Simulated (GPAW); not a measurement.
# GeH2Cl− (SMILES [Cl][GeH2-]) at AM05/real-space grid (scalar-relativistic datasets)

We compute a geometry optimisation of GeH2Cl−. The job is set up through an ASE script.

Program for the calculation: GPAW 26.7.0.

3 further runs of the same task are left out: 2 that didn't finish, 1 set aside as unsound or not needed.

**1. The molecule**

The species is GeH2Cl− (4 atoms), meant as a singlet with charge -1. SMILES: `[Cl][GeH2-]`. The shape comes from GFN2-xTB, which is rough for such elements, and wasn't checked as a minimum. The run starts from this shape.

Bond lengths: Cl1–Ge2 2.321 Å, Ge2–H3 1.756 Å, Ge2–H4 1.757 Å. Angles: Cl1–Ge2–H3 93.9°, Cl1–Ge2–H4 93.5°, H3–Ge2–H4 86.7°.

**2. A geometry optimisation at AM05/real-space grid (scalar-relativistic datasets)**

Input file calc.py:

```python
import numpy as np
from ase import Atoms
from ase.io import write
from ase.optimize import FIRE
from ase.units import Bohr
from gpaw import GPAW, setup_paths
from gpaw.atom.configurations import parameters
from gpaw.atom.generator import Generator

# Atomic positions
positions_bohr = np.array(
              [[ -2.959349,   0.736483,   1.916976],
               [  0.068521,  -1.524253,  -0.309613],
               [  0.287012,   0.725768,  -2.738024],
               [  2.603816,   0.062002,   1.130680]])
molecule = Atoms(['Cl', 'Ge', 'H', 'H'], positions=positions_bohr * Bohr)
molecule.center(vacuum=6.0)

# No datasets are shipped for this functional: make them
for symbol in ['Cl', 'Ge', 'H']:
    Generator(symbol, xcname='AM05', scalarrel=True, nofiles=True, txt=None).run(**parameters[symbol])
setup_paths.insert(0, '.')

# GPAW settings
calc = GPAW(mode='fd',
            symmetry='off',
            maxiter=150,
            eigensolver='davidson',
            charge=-1,
            xc='AM05',
            h=0.18,
            txt='-')
molecule.calc = calc

opt = FIRE(molecule, trajectory='clgeh2.traj')
converged = opt.run(fmax=0.05, steps=100)
print('Converged:', converged)
print(f'Final energy: {molecule.get_potential_energy():.5f} eV')
print(f'r(H3-Ge1) = {molecule.get_distance(3, 1):.4f} Ang')
print(f'r(H2-Ge1)               {molecule.get_distance(2, 1):.4f} Ang')
write('relaxed.xyz', molecule)
```

The run is started by

```sh
$ python calc.py
```

What values should one expect? Wanted: energy as printed; HOMO energy; LUMO energy; HOMO–LUMO gap.

Answer, from the run:

At AM05/real-space grid (scalar-relativistic datasets):

| quantity | value |
| --- | --- |
| energy as printed (from the program's reference atoms) | -14.7222 eV |
| HOMO energy | 0.08 eV |
| LUMO energy | 2.76 eV |
| HOMO–LUMO gap (to an unbound level, set by the basis) | 2.68 eV |

In words: At the final geometry: Bond lengths: Cl1–Ge2 2.368 Å, Ge2–H3 1.639 Å, Ge2–H4 1.638 Å. Angles: Cl1–Ge2–H3 94.6°, Cl1–Ge2–H4 94.3°, H3–Ge2–H4 91.0°. The optimisation took 10 steps and changed the energy by -0.138 eV. The HOMO lies at positive energy, 0.08 eV, as semi-local functionals often give for anions; only total energies tell whether the electron is bound.
